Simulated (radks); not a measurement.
**The first electron to leave Al⁸⁺**

Aim: remove one electron from each of the outer sub-shells of Al⁸⁺ ([He] 2s2 2p1) in turn, let the ion relax, and find the cheapest removal. The parent's configuration is the lowest that an earlier search found at this level.

Program: radks (a radial shooting solver on a logarithmic mesh, Libxc functionals) version 1. Level of theory: scalar-relativistic Kohn-Sham, PBE, spin-polarised, spherical densities, finite nucleus; open shells are filled with parallel spins first. These are calculated values, not measurements, unless marked.

1 further run of the same task is left out (set aside as unsound or not needed).

## 1. Starting point

* element: aluminium (Z = 13)
* charge: +8
* electrons: 5
* configuration: [He] 2s2 2p1
* nuclear rms radius: 3.061 fm

The outer shells:

Al⁸⁺
```
[He] core
2s [↑↓]
2p [↑ ][  ][  ]
```

## 2. The parent, Al⁸⁺

The parent was computed earlier with the same settings: E = -204.229189 hartree. Its outer levels (eV):

```tsv
level	occupation	energy (eV)
1s up	1	-1814.1
1s down	1	-1811.5
2s up	1	-336.71
2s down	1	-331.24
2p up	1	-307.88
2p down	0	-301.72
```

## 3. Remove 2p: [He] 2s2

Input:

```text
Z 13
configuration [He] 2s2
relativity scalar-relativistic
functional pbe,pbe
spin polarised
nucleus finite rms 3.061 fm
c 137.035999084
```

## 4. Remove 2s: [He] 2s1 2p1

Changes since step 3:

```diff
@@ -1,3 +1,3 @@
 Z 13
-configuration [He] 2s2
+configuration [He] 2s1 2p1
 relativity scalar-relativistic
```

## 5. Remove 1s: 1s1 2s2 2p1

Changes since step 4:

```diff
@@ -1,3 +1,3 @@
 Z 13
-configuration [He] 2s1 2p1
+configuration 1s1 2s2 2p1
 relativity scalar-relativistic
```

**Question.** What will these runs give? Wanted: for each run, case; final configuration; Δ-SCF; −ε of the level emptied.

**Answer**, as computed:

```tsv
case	final configuration	Δ-SCF (eV)	−ε of the level emptied (eV)
remove 2p	[He] 2s2	330.28	307.88
remove 2s	[He] 2s1 2p1	348.43	331.24
remove 1s	1s1 2s2 2p1	1884.3	1811.5
```

What this shows: Removal from 2p costs least (330.28 eV), ahead of 2s (348.43 eV). 2p is also the highest occupied level of the parent. NIST lists 330.21 eV (semi-empirical), between the same two configurations. Open shells are spherical and high-spin; term and fine-structure splittings are not resolved.
